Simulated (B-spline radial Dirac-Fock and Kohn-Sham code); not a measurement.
# Tm⁵⁵⁺: core levels and X-ray properties

Aim: for the Tm⁵⁵⁺ ion, compute its X-ray form factor and Compton profile, the binding energy of each subshell and how cheaper methods do for the levels.

Method: a free atom or ion on a radial basis; each step names its model; computed with B-spline radial Dirac-Fock and Kohn-Sham code, version 2.

## Step 1: What is computed

Tm⁵⁵⁺, [Ne] 3s2 3p2.

| Property | Result |
| --- | --- |
| nuclear charge | 69 |
| electrons | 14 |
| mass number | 169 |
| nuclear rms radius | 5.2256 fm |

Outer shells as boxes (Hund's rule, for the drawing alone; heavy ions are jj-coupled, and the calculation averages over the configuration):

```
[Ne] core
3s [↑↓]
3p [↑ ][↑ ][  ]
```

## Step 2: X-ray scattering functions

Model: Dirac-Fock average of configuration, finite nucleus; form factor of the spherical density, Waller-Hartree incoherent function, impulse-approximation Compton profiles.

Recorded inputs:

```ini
task = scatter
Z = 69
charge = 55
configuration = 1s2 2s2 2p6 3s2 3p2
mass_number = 169
rms_radius = 5.2256  # fm
s = [0.0, 0.09, 0.11, 0.13, 0.16, 0.2, 0.25, 0.3, 0.37, 0.46, 0.56, 0.69, 0.85, 1.05, 1.28, 1.58, 1.94, 2.38, 2.92, 3.59, 4.41, 5.41, 6.65]  # 1/A
pz = [0, 0.1, 0.2, 0.3, 0.4, 0.5, 0.6, 0.8, 1.0, 1.2, 1.4, 1.6, 1.8, 2.0, 2.5, 3.0, 4.0, 5.0, 7.0, 10.0, 15.0, 20.0, 30.0, 40.0, 60.0, 100.0]  # a.u.
photon_energy = [1000, 5000, 10000, 17479.3, 30000, 50000, 100000, 1000000]  # eV
```

## Step 3: Binding energies

Model: Dirac-Fock average of configuration, Delta-SCF, finite nucleus, first-order Breit with its frequency dependence, self-energy and vacuum polarisation.

The run's settings:

```ini
task = binding
```

## Step 4: The levels by Dirac LDA

Model: Dirac-Kohn-Sham LDA (Slater exchange, VWN correlation), finite nucleus, spherical and without spin polarisation.

Recorded inputs:

```ini
task = binding-ladder
method = lda,vwn
relativity = dirac
```

## Step 5: The levels by non-relativistic HF

Model: non-relativistic Hartree-Fock, average of configuration, point nucleus.

Recorded inputs:

```ini
task = binding-ladder
method = hf
relativity = nr
```

(Steps that only read results are left out.)

Q: Predict the outcome of this session. Wanted: rms radius of the electron cloud; form factor halves at; Compton profile at zero; deepest level listed, K; least bound, M2,3; Kα1; Dirac LDA, K: eigenvalue / ΔSCF; non-relativistic HF, 1s: eigenvalue / ΔSCF.

The runs gave:

```
                                  quantity                 value
          rms radius of the electron cloud            0.131 bohr
                     form factor halves at               3.0 1/Å
                   Compton profile at zero         0.4664 1/a.u.
              deepest level listed, K (1s)            63666.6 eV
                    least bound, M2,3 (3p)             5361.6 eV
                                       Kα1            50948.3 eV
     ionisation energy, NIST (theoretical)            5527.00 eV
           Dirac LDA, K: eigenvalue / ΔSCF  63373.2 / 63932.4 eV
non-relativistic HF, 1s: eigenvalue / ΔSCF  59721.3 / 59698.4 eV
```

**Reading.** f falls from 14 to half of that at s = 3.0 1/Å. Incoherent scattering outweighs coherent from 1000 keV on, among the energies asked. The K (1s) level lies 28.2 eV under Koopmans' value by relaxation alone; Breit gives -179.97 and QED -94.93 eV. NIST's ionisation energy differs by +165.40 eV from the least binding energy; the calculation averages open shells over their j components and terms. Dirac LDA misses the K level by -0.5 % with its eigenvalue and by +0.4 % with ΔSCF. Breit and QED terms, which only the reference holds, shift this level by tenths of a per cent, so the eigenvalue's nearness can be cancellation. Non-relativistic HF misses the 1s level by -6.2 % with its eigenvalue and by -6.2 % with ΔSCF, as relativity is missing. The Hartree-Fock and Dirac-Fock values hold no electron correlation.
